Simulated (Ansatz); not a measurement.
Geometry optimisation, DFT PBE-D3(BJ), scalar-relativistic, plane waves, PAW in Ansatz 0.2.0.

Input file:

```yaml
crystal:
  lattice:
    - [0.0, 5.43, 5.43]
    - [5.43, 0.0, 5.43]
    - [5.43, 5.43, 0.0]
  atoms:
    - { symbol: Si, position: [0.0, 0.0, 0.0] }
    - { symbol: Si, position: [0.125, 0.125, 0.125] }
    - { symbol: Si, position: [0.0, 0.0, 0.5] }
    - { symbol: Si, position: [0.125, 0.125, 0.625] }
    - { symbol: Si, position: [0.0, 0.5, 0.0] }
    - { symbol: Si, position: [0.125, 0.625, 0.125] }
    - { symbol: Si, position: [0.0, 0.5, 0.5] }
    - { symbol: Si, position: [0.125, 0.625, 0.625] }
    - { symbol: Si, position: [0.5, 0.0, 0.0] }
    - { symbol: Si, position: [0.625, 0.125, 0.125] }
    - { symbol: Si, position: [0.5, 0.0, 0.5] }
    - { symbol: Si, position: [0.625, 0.125, 0.625] }
    - { symbol: Si, position: [0.5, 0.5, 0.0] }
    - { symbol: Si, position: [0.625, 0.625, 0.125] }
    - { symbol: Si, position: [0.5, 0.5, 0.5] }
    - { symbol: Si, position: [0.625, 0.625, 0.625] }
    - { symbol: Li, position: [0.8102496, 0.8203542, 0.3129815], spin: 1.0 }
magnetization:
  spin_polarized: true
basis:
  ecutwfc: 420.0
kpoints:
  mp_grid: { grid: [2, 2, 2] }
hamiltonian:
  xc: pbe
  dispersion: d3bj
  pseudopotentials: { kind: paw, azcp: { folder: soft_1 } }
scf:
  occupations: { method: fermi_dirac, width: 0.02 }
  lower_state_search: "off"
relax:
  f_tol: 0.08
  max_steps: 25
  adjacent_minimum: "off"
```

Launched with:

```bash
$ ansatz run input.yaml --threads 1 --pin off --max-ram 3072MiB --backend cpu --events-out ev --progress --plain --runs-dir out
```

Where does it end, and by what steps?

The run converged. The force dipped under the threshold on the way, but the program's further checks kept it going. Limits of this set-up: coarse k mesh. After 8 steps the energy has fallen by 0.908 eV; Li17 moved furthest, 1.05 Å. Joined: Si2–Li17 (3.49 → 2.75 Å), Si3–Li17 (3.49 → 2.41 Å), Si8–Li17 (3.52 → 2.75 Å), Si12–Li17 (3.48 → 2.75 Å).

```csv
step,energy less start (eV),largest force component (eV/Å),accepted
0,0.0000,1.475,yes
1,-0.3526,0.499,yes
2,-0.4151,0.109,yes
3,-0.4824,0.274,yes
4,-0.5982,0.343,yes
5,-0.7300,0.300,yes
6,-0.8503,0.198,yes
7,-0.9082,0.022,yes
8,-0.9082,0.022,yes
```

```xyz
17
Lattice="0.0000 5.4300 5.4300 5.4300 0.0000 5.4300 5.4300 5.4300 0.0000" Properties=species:S:1:pos:R:3
Si -0.069 -0.073 -0.005
Si 1.318 1.314 1.338
Si 2.699 2.696 -0.017
Si 4.027 4.024 1.312
Si 2.690 -0.047 2.670
Si 4.018 1.322 4.039
Si 5.361 2.708 2.645
Si 6.748 4.050 4.032
Si -0.044 2.687 2.670
Si 1.325 4.015 4.039
Si 2.711 5.357 2.645
Si 4.054 6.744 4.032
Si 2.697 2.693 5.411
Si 4.043 4.040 6.757
Si 5.386 5.383 5.404
Si 6.755 6.752 6.732
Li 6.736 6.733 9.450
```

Whether the end is a true minimum wasn't checked by a vibrational analysis.

Run time: 2.5 min on 1 thread of Arm Neoverse V1 (shared host), peak memory 0.66 GiB.
